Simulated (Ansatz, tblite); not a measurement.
**Ge23H30 ring rod (Ge23H30): charged states by level of theory**

Aim: the energy of removing and adding an electron for Ge23H30 ring rod (Ge23H30), by energy differences, and how well orbital energies stand in for it.

Program: Ansatz 0.2.0, Gaussian basis. Level of theory: as each input shows. These are calculated values, not measurements.

Plan: charge +1 doublet, at the geometry of the singlet (PBE0-D4/def2-SVP, PBE-D4/def2-SVP, BHLYP-D4/def2-SVP); charge -1 doublet, at the geometry of the singlet (PBE0-D4/def2-SVP, PBE-D4/def2-SVP, BHLYP-D4/def2-SVP); the starting singlet's energies come from earlier runs.

1 further run of the same task is left out (set aside as unsound or not needed).

**1. The geometry**

The singlet was relaxed beforehand with PBE-D4/def2-SVP.

53 atoms, charge 0, spin multiplicity 1.

Atoms are counted from 1 here; the program's logs count them from 0.

Bond lengths: Ge1–Ge2 2.456 Å, Ge1–Ge4 2.448 Å, Ge1–H24 1.557 Å, Ge1–H25 1.557 Å, Ge2–Ge6 2.449 Å, Ge2–H26 1.557 Å, Ge2–H27 1.557 Å, Ge3–Ge4 2.451 Å, Ge3–Ge5 2.465 Å, Ge3–Ge15 2.449 Å, Ge3–H28 1.561 Å, Ge4–Ge11 2.451 Å, Ge4–H29 1.561 Å, Ge5–Ge6 2.453 Å, Ge5–Ge16 2.452 Å, Ge5–H30 1.562 Å, Ge6–Ge8 2.464 Å, Ge6–Ge12 2.452 Å and more. Angles: Ge2–Ge1–Ge4 109.8°, Ge2–Ge1–H24 109.9°, Ge2–Ge1–H25 109.9°, Ge4–Ge1–H24 109.8°, Ge4–Ge1–H25 109.7°, H24–Ge1–H25 107.8°, Ge1–Ge2–Ge6 110.6°, Ge1–Ge2–H26 110.1°, Ge1–Ge2–H27 110.1°, Ge6–Ge2–H26 109.2°, Ge6–Ge2–H27 109.3°, H26–Ge2–H27 107.6°, Ge4–Ge3–Ge5 109.6°, Ge4–Ge3–Ge15 109.8°, Ge4–Ge3–H28 109.2°, Ge5–Ge3–Ge15 109.8°, Ge5–Ge3–H28 108.6°, Ge15–Ge3–H28 109.8° and more.

**2. Charge +1 doublet at the fixed geometry, PBE0-D4/def2-SVP**

File in.yaml:

```yaml
crystal:
  periodic: [false, false, false]
  atoms:
    - {symbol: Ge, position_ang: [-3.436014, -1.976220, -3.725829]}
    - {symbol: Ge, position_ang: [-3.423759, -1.976890, -1.269578]}
    - {symbol: Ge, position_ang: [0.568374, -1.964156, -3.737364]}
    - {symbol: Ge, position_ang: [-1.441140, -0.830786, -4.563558]}
    - {symbol: Ge, position_ang: [0.564830, -1.958365, -1.271891]}
    - {symbol: Ge, position_ang: [-1.436268, -0.826965, -0.417312]}
    - {symbol: Ge, position_ang: [0.559329, -1.984183, 2.899074]}
    - {symbol: Ge, position_ang: [-1.422477, -0.819022, 2.046890]}
    - {symbol: Ge, position_ang: [0.561721, -1.986614, 5.356046]}
    - {symbol: Ge, position_ang: [-1.399841, -0.807849, 6.210646]}
    - {symbol: Ge, position_ang: [-1.414610, 1.476642, -3.738764]}
    - {symbol: Ge, position_ang: [-1.412850, 1.471166, -1.273253]}
    - {symbol: Ge, position_ang: [-1.436463, 1.479234, 2.900976]}
    - {symbol: Ge, position_ang: [-1.425717, 1.481160, 5.357999]}
    - {symbol: Ge, position_ang: [2.567917, -0.819186, -4.566156]}
    - {symbol: Ge, position_ang: [2.556377, -0.819733, -0.407331]}
    - {symbol: Ge, position_ang: [2.550163, -0.833283, 2.056323]}
    - {symbol: Ge, position_ang: [2.572248, 1.482758, -3.732784]}
    - {symbol: Ge, position_ang: [0.578618, 2.633292, -4.566494]}
    - {symbol: Ge, position_ang: [2.558148, 1.475211, -1.268051]}
    - {symbol: Ge, position_ang: [0.570643, 2.623717, -0.408658]}
    - {symbol: Ge, position_ang: [2.519105, 1.454404, 2.925151]}
    - {symbol: Ge, position_ang: [0.554920, 2.626751, 2.054921]}
    - {symbol: H, position_ang: [-3.464991, -3.440065, -4.255856]}
    - {symbol: H, position_ang: [-4.713671, -1.255410, -4.248054]}
    - {symbol: H, position_ang: [-3.437438, -3.439808, -0.735990]}
    - {symbol: H, position_ang: [-4.699789, -1.266736, -0.728836]}
    - {symbol: H, position_ang: [0.564417, -3.444708, -4.233169]}
    - {symbol: H, position_ang: [-1.429829, -0.825062, -6.124966]}
    - {symbol: H, position_ang: [0.556283, -3.433730, -0.760506]}
    - {symbol: H, position_ang: [0.541879, -3.451868, 2.370348]}
    - {symbol: H, position_ang: [-2.698919, -1.554983, 2.566735]}
    - {symbol: H, position_ang: [0.596392, -3.448313, 5.890347]}
    - {symbol: H, position_ang: [1.843691, -1.266109, 5.866903]}
    - {symbol: H, position_ang: [-2.681518, -1.541999, 5.722067]}
    - {symbol: H, position_ang: [-1.409319, -0.814390, 7.767307]}
    - {symbol: H, position_ang: [-2.697630, 2.214911, -4.235455]}
    - {symbol: H, position_ang: [-2.693633, 2.203681, -0.762056]}
    - {symbol: H, position_ang: [-2.717836, 2.199180, 2.377897]}
    - {symbol: H, position_ang: [-2.664414, 2.252801, 5.899594]}
    - {symbol: H, position_ang: [-0.151521, 2.219863, 5.862251]}
    - {symbol: H, position_ang: [2.573413, -0.822455, -6.123880]}
    - {symbol: H, position_ang: [3.845801, -1.564067, -4.078741]}
    - {symbol: H, position_ang: [3.830285, -1.559161, -0.926252]}
    - {symbol: H, position_ang: [3.828444, -1.566972, 2.571432]}
    - {symbol: H, position_ang: [3.853405, 2.220832, -4.233507]}
    - {symbol: H, position_ang: [0.578922, 2.640010, -6.124212]}
    - {symbol: H, position_ang: [0.574580, 4.112300, -4.078717]}
    - {symbol: H, position_ang: [3.831187, 2.209899, -0.741500]}
    - {symbol: H, position_ang: [0.569496, 4.096411, -0.928323]}
    - {symbol: H, position_ang: [2.459876, 1.420094, 4.481783]}
    - {symbol: H, position_ang: [3.819527, 2.203831, 2.513182]}
    - {symbol: H, position_ang: [0.559644, 4.100925, 2.569183]}
basis:
  gaussian: {orbitals: def2-SVP, fitting: {mean_field: def2-universal-jkfit}}
total_charge: 1
magnetization: {spin_polarized: true, initial_magnetization: 1}
hamiltonian: {xc: pbe0, dispersion: d4}
scf: {omitted_lower_state_checks: [starts]}
output: {orbitals: {seedname: orbitals}}
```

On the command line:

```
$ ansatz run in.yaml --threads 11 --pin off --events-out ev --progress --plain --max-ram 120832MiB --backend cuda --devices 0, --max-vram 75GiB
```

The log of the run:

```text
Functional definition: PBE0
  name "PBE0"
  cite "Adamo & Barone, J. Chem. Phys. 110, 6158 (1999) doi:10.1063/1.478522"
  cite "Perdew, Burke & Ernzerhof, Phys. Rev. Lett. 77, 3865 (1996) doi:10.1103/PhysRevLett.77.3865"
  parent pbe
  parameter a = 0.25
  parameter kappa = 0.804
  parameter beta = 0.06672455060314922
  exchange = (1 - a)*pbe_x(kappa = kappa, mu = beta*pi^2/3) + a*exact_x
  correlation = pbe_c(beta = beta)
these checks for a lower state are left out or cut short: starts
6658 factors; integrals over basis functions are off by at most 3.5e-1 eV
mean field evaluation 1: about -1300086.6850 eV, gradient 3.7e1 eV
mean field evaluation 2: about -1300087.5838 eV, gradient 3.3e1 eV
mean field evaluation 4: about -1300089.4219 eV, gradient 3.7e0 eV
mean field evaluation 8: about -1300089.4690 eV, gradient 2.9e-1 eV
mean field evaluation 16: about -1300089.4713 eV, gradient 1.6e-2 eV
mean field evaluation 32: about -1300089.4714 eV, gradient 5.8e-5 eV
mean field -1300089.47143979 eV, -47777.4068431180 hartree, gradient 7.3e-6 eV, S^2 0.752909; 0 other end points of the search recorded, 0 dependent functions left out
reference -1300089.47151813 eV, -47777.4068459969 hartree; 383, 382 occupied and 503, 504 virtual orbitals, 6658 factors
Total energy: -1300092.92289427 eV, -47777.5336817304 hartree
Checks for a lower state left out: starts
```

It took 29 s on 1 × H100 with 11 threads of AMD EPYC 7R13, shared host; peak host memory 1.8 GiB.

Report: HOMO -9.50 eV, LUMO -8.59 eV (over both spins); ⟨S²⟩ 0.753 (pure: 0.75).

**3. Charge +1 doublet at the fixed geometry, PBE-D4/def2-SVP**

start.molden holds the orbitals of an earlier run on this state, given as this run's starting guess.

Edit in.yaml of step 2 so:

```diff
@@ -57,6 +57,6 @@
 basis:
-  gaussian: {orbitals: def2-SVP, fitting: {mean_field: def2-universal-jkfit}}
+  gaussian: {orbitals: def2-SVP, fitting: {mean_field: def2-universal-jkfit}, initial_orbitals: start.molden}
 total_charge: 1
 magnetization: {spin_polarized: true, initial_magnetization: 1}
-hamiltonian: {xc: pbe0, dispersion: d4}
+hamiltonian: {xc: pbe, dispersion: d4}
 scf: {omitted_lower_state_checks: [starts]}
```

The command is unchanged.

The log of the run:

```text
Functional definition: PBE
  name "PBE"
  cite "Perdew, Burke & Ernzerhof, Phys. Rev. Lett. 77, 3865 (1996) doi:10.1103/PhysRevLett.77.3865"
  parent pbe
  parameter kappa = 0.804
  parameter beta = 0.06672455060314922
  exchange = pbe_x(kappa = kappa, mu = beta*pi^2/3)
  correlation = pbe_c(beta = beta)
these checks for a lower state are left out or cut short: starts
6658 factors; integrals over basis functions are off by at most 3.5e-1 eV
mean field evaluation 1: about -1300053.5017 eV, gradient 1.6e1 eV
mean field evaluation 2: about -1300054.4397 eV, gradient 8.5e-1 eV
mean field evaluation 4: about -1300054.3950 eV, gradient 7.4e-2 eV
mean field evaluation 8: about -1300054.3955 eV, gradient 2.3e-5 eV
mean field evaluation 16: about -1300054.3955 eV, gradient 2.5e-6 eV
mean field -1300054.39551689 eV, -47776.1178267266 hartree, gradient 2.5e-6 eV, S^2 0.750558; 0 other end points of the search recorded, 0 dependent functions left out
reference -1300054.39562110 eV, -47776.1178305563 hartree; 383, 382 occupied and 503, 504 virtual orbitals, 6658 factors
Total energy: -1300058.16807616 eV, -47776.2564657225 hartree
Checks for a lower state left out: starts
```

Wall time 11 s (1 × H100 with 11 threads of AMD EPYC 7R13, shared host); peak host memory 1.7 GiB.

HOMO -8.57 eV, LUMO -8.54 eV (over both spins); ⟨S²⟩ 0.751 (pure: 0.75).

**4. Charge +1 doublet at the fixed geometry, BHLYP-D4/def2-SVP**

Edit in.yaml of step 3 so:

```diff
@@ -60,3 +60,3 @@
 magnetization: {spin_polarized: true, initial_magnetization: 1}
-hamiltonian: {xc: pbe, dispersion: d4}
+hamiltonian: {xc: {name: BHLYP}, dispersion: d4}
 scf: {omitted_lower_state_checks: [starts]}
```

The command is unchanged.

The log of the run:

```text
Functional definition: BHLYP
  name "BHLYP"
  cite "Becke, J. Chem. Phys. 98, 1372 (1993) doi:10.1063/1.464304"
  cite "Becke, Phys. Rev. A 38, 3098 (1988) doi:10.1103/PhysRevA.38.3098"
  cite "Lee, Yang & Parr, Phys. Rev. B 37, 785 (1988) doi:10.1103/PhysRevB.37.785"
  parameter a = 0.5
  exchange = (1 - a)*b88_x + a*exact_x
  correlation = lyp_c
these checks for a lower state are left out or cut short: starts
6658 factors; integrals over basis functions are off by at most 3.5e-1 eV
mean field evaluation 1: about -1300236.2097 eV, gradient 1.4e1 eV
mean field evaluation 2: about -1300236.9746 eV, gradient 7.9e-1 eV
mean field evaluation 4: about -1300236.9653 eV, gradient 3.1e-1 eV
mean field evaluation 8: about -1300236.9671 eV, gradient 6.8e-4 eV
mean field -1300236.96714267 eV, -47782.8272102225 hartree, gradient 5.9e-6 eV, S^2 0.757845; 0 other end points of the search recorded, 0 dependent functions left out
reference -1300236.96764995 eV, -47782.8272288645 hartree; 383, 382 occupied and 503, 504 virtual orbitals, 6658 factors
Total energy: -1300243.20483528 eV, -47783.0564411978 hartree
Checks for a lower state left out: starts
```

Wall time 43 s (1 × H100 with 11 threads of AMD EPYC 7R13, shared host); peak host memory 1.7 GiB.

HOMO -10.31 eV, LUMO -8.33 eV (over both spins); ⟨S²⟩ 0.758 (pure: 0.75).

**5. Vertical ionisation energy**

Charged state less starting state, singlet to doublet; the starting state's energies are those of its earlier runs.

| level | vertical ionisation energy (eV) | time |
| --- | --- | --- |
| PBE-D4/def2-SVP | +7.26 | 16 s |
| PBE0-D4/def2-SVP | +7.73 | 44 s |
| BHLYP-D4/def2-SVP | +8.01 | 57 s |

Times add the two runs; a level without a time comes out of a correlated run.

Beside −ε(HOMO) of the starting state:

| level | −ε(HOMO) (eV) | by difference (eV) | mismatch (eV) |
| --- | --- | --- | --- |
| PBE-D4/def2-SVP | 5.85 | 7.26 | -1.41 |
| PBE0-D4/def2-SVP | 6.75 | 7.73 | -0.98 |
| BHLYP-D4/def2-SVP | 7.49 | 8.01 | -0.52 |

**6. Charge -1 doublet at the fixed geometry, PBE0-D4/def2-SVP**

Edit in.yaml of step 4 so:

```diff
@@ -57,6 +57,6 @@
 basis:
-  gaussian: {orbitals: def2-SVP, fitting: {mean_field: def2-universal-jkfit}, initial_orbitals: start.molden}
-total_charge: 1
+  gaussian: {orbitals: def2-SVP, fitting: {mean_field: def2-universal-jkfit}}
+total_charge: -1
 magnetization: {spin_polarized: true, initial_magnetization: 1}
-hamiltonian: {xc: {name: BHLYP}, dispersion: d4}
+hamiltonian: {xc: pbe0, dispersion: d4}
 scf: {omitted_lower_state_checks: [starts]}
```

Launched as before.

The log of the run:

```text
Functional definition: PBE0
  name "PBE0"
  cite "Adamo & Barone, J. Chem. Phys. 110, 6158 (1999) doi:10.1063/1.478522"
  cite "Perdew, Burke & Ernzerhof, Phys. Rev. Lett. 77, 3865 (1996) doi:10.1103/PhysRevLett.77.3865"
  parent pbe
  parameter a = 0.25
  parameter kappa = 0.804
  parameter beta = 0.06672455060314922
  exchange = (1 - a)*pbe_x(kappa = kappa, mu = beta*pi^2/3) + a*exact_x
  correlation = pbe_c(beta = beta)
these checks for a lower state are left out or cut short: starts
6658 factors; integrals over basis functions are off by at most 3.5e-1 eV
mean field evaluation 1: about -1300093.1804 eV, gradient 4.4e1 eV
mean field evaluation 2: about -1300089.2186 eV, gradient 5.0e1 eV
mean field evaluation 4: about -1300097.6512 eV, gradient 2.8e0 eV
mean field evaluation 8: about -1300097.6506 eV, gradient 3.2e-1 eV
mean field evaluation 16: about -1300097.6546 eV, gradient 1.4e-2 eV
mean field evaluation 32: about -1300097.6547 eV, gradient 1.4e-4 eV
mean field -1300097.65467920 eV, -47777.7075716192 hartree, gradient 8.7e-6 eV, S^2 0.752643; 0 other end points of the search recorded, 0 dependent functions left out
reference -1300097.65476275 eV, -47777.7075746898 hartree; 384, 383 occupied and 502, 503 virtual orbitals, 6658 factors
Total energy: -1300101.22632970 eV, -47777.8388273544 hartree
Checks for a lower state left out: starts
```

Wall time 31 s (1 × H100 with 11 threads of AMD EPYC 7R13, shared host); peak host memory 1.8 GiB.

Report: HOMO 0.37 eV, LUMO 1.28 eV (over both spins); ⟨S²⟩ 0.753 (pure: 0.75). Doubts: highest occupied level lies above zero.

**7. Charge -1 doublet at the fixed geometry, PBE-D4/def2-SVP**

Edit in.yaml of step 6 so:

```diff
@@ -57,6 +57,6 @@
 basis:
-  gaussian: {orbitals: def2-SVP, fitting: {mean_field: def2-universal-jkfit}}
+  gaussian: {orbitals: def2-SVP, fitting: {mean_field: def2-universal-jkfit}, initial_orbitals: start.molden}
 total_charge: -1
 magnetization: {spin_polarized: true, initial_magnetization: 1}
-hamiltonian: {xc: pbe0, dispersion: d4}
+hamiltonian: {xc: pbe, dispersion: d4}
 scf: {omitted_lower_state_checks: [starts]}
```

The command is unchanged.

The log of the run:

```text
Functional definition: PBE
  name "PBE"
  cite "Perdew, Burke & Ernzerhof, Phys. Rev. Lett. 77, 3865 (1996) doi:10.1103/PhysRevLett.77.3865"
  parent pbe
  parameter kappa = 0.804
  parameter beta = 0.06672455060314922
  exchange = pbe_x(kappa = kappa, mu = beta*pi^2/3)
  correlation = pbe_c(beta = beta)
these checks for a lower state are left out or cut short: starts
6658 factors; integrals over basis functions are off by at most 3.5e-1 eV
mean field evaluation 1: about -1300061.4253 eV, gradient 1.6e1 eV
mean field evaluation 2: about -1300062.3687 eV, gradient 8.6e-1 eV
mean field evaluation 4: about -1300062.3243 eV, gradient 6.9e-2 eV
mean field evaluation 8: about -1300062.3255 eV, gradient 9.8e-3 eV
mean field evaluation 16: about -1300062.3256 eV, gradient 2.2e-5 eV
mean field -1300062.32558624 eV, -47776.4092514000 hartree, gradient 2.0e-6 eV, S^2 0.750860; 0 other end points of the search recorded, 0 dependent functions left out
reference -1300062.32569747 eV, -47776.4092554878 hartree; 384, 383 occupied and 502, 503 virtual orbitals, 6658 factors
Total energy: -1300066.23055065 eV, -47776.5527561953 hartree
Checks for a lower state left out: starts
```

Run time: 18 s. Hardware: 1 × H100 with 11 threads of AMD EPYC 7R13, shared host; peak host memory 1.7 GiB.

HOMO 0.58 eV, LUMO 0.60 eV (over both spins); ⟨S²⟩ 0.751 (pure: 0.75). Doubts: highest occupied level lies above zero.

**8. Charge -1 doublet at the fixed geometry, BHLYP-D4/def2-SVP**

Edit in.yaml of step 7 so:

```diff
@@ -60,3 +60,3 @@
 magnetization: {spin_polarized: true, initial_magnetization: 1}
-hamiltonian: {xc: pbe, dispersion: d4}
+hamiltonian: {xc: {name: BHLYP}, dispersion: d4}
 scf: {omitted_lower_state_checks: [starts]}
```

Launched as before.

The log of the run:

```text
Functional definition: BHLYP
  name "BHLYP"
  cite "Becke, J. Chem. Phys. 98, 1372 (1993) doi:10.1063/1.464304"
  cite "Becke, Phys. Rev. A 38, 3098 (1988) doi:10.1103/PhysRevA.38.3098"
  cite "Lee, Yang & Parr, Phys. Rev. B 37, 785 (1988) doi:10.1103/PhysRevB.37.785"
  parameter a = 0.5
  exchange = (1 - a)*b88_x + a*exact_x
  correlation = lyp_c
these checks for a lower state are left out or cut short: starts
6658 factors; integrals over basis functions are off by at most 3.5e-1 eV
mean field evaluation 1: about -1300244.2472 eV, gradient 1.4e1 eV
mean field evaluation 2: about -1300245.0201 eV, gradient 7.9e-1 eV
mean field evaluation 4: about -1300244.9952 eV, gradient 5.5e-2 eV
mean field evaluation 8: about -1300244.9954 eV, gradient 2.6e-5 eV
mean field -1300244.99538701 eV, -47783.1222427603 hartree, gradient 8.3e-6 eV, S^2 0.754994; 0 other end points of the search recorded, 0 dependent functions left out
reference -1300244.99592492 eV, -47783.1222625280 hartree; 384, 383 occupied and 502, 503 virtual orbitals, 6658 factors
Total energy: -1300251.40156497 eV, -47783.3576654579 hartree
Checks for a lower state left out: starts
```

It took 42 s on 1 × H100 with 11 threads of AMD EPYC 7R13, shared host; peak host memory 1.7 GiB.

From the report: HOMO 0.32 eV, LUMO 2.16 eV (over both spins); ⟨S²⟩ 0.755 (pure: 0.75). Doubts: highest occupied level lies above zero.

**9. Vertical electron affinity**

Starting state less charged state (positive: the electron is bound), singlet to doublet; the starting state's energies are those of its earlier runs.

| level | vertical electron affinity (eV) | time |
| --- | --- | --- |
| PBE-D4/def2-SVP | +0.80 | 23 s |
| PBE0-D4/def2-SVP | +0.58 | 45 s |
| BHLYP-D4/def2-SVP | +0.18 | 57 s |

Times add the two runs; a level without a time comes out of a correlated run.

Beside −ε(LUMO) of the starting state:

| level | −ε(LUMO) (eV) | by difference (eV) | mismatch (eV) |
| --- | --- | --- | --- |
| PBE-D4/def2-SVP | 2.07 | 0.80 | +1.26 |
| PBE0-D4/def2-SVP | 1.40 | 0.58 | +0.82 |
| BHLYP-D4/def2-SVP | 0.53 | 0.18 | +0.35 |

**10. Results**

| quantity | value |
| --- | --- |
| vertical ionisation energy, functionals in def2-SVP | 7.26 (PBE-D4) to 8.01 eV (BHLYP-D4) |
| vertical electron affinity, functionals in def2-SVP | 0.18 (BHLYP-D4) to 0.80 eV (PBE-D4) |

The vertical ionisation energy spans 7.26 to 8.01 eV over the functionals. −ε(HOMO) misses the level's own difference by -0.52 eV at best (BHLYP-D4) and -1.41 eV at worst (PBE-D4). The vertical electron affinity spans 0.18 to 0.80 eV over the functionals. The anion's highest level lies above zero where self-interaction lifts it, so diffuse functions weigh on these values. −ε(LUMO) misses the level's own difference by +0.35 eV at best (BHLYP-D4) and +1.26 eV at worst (PBE-D4).
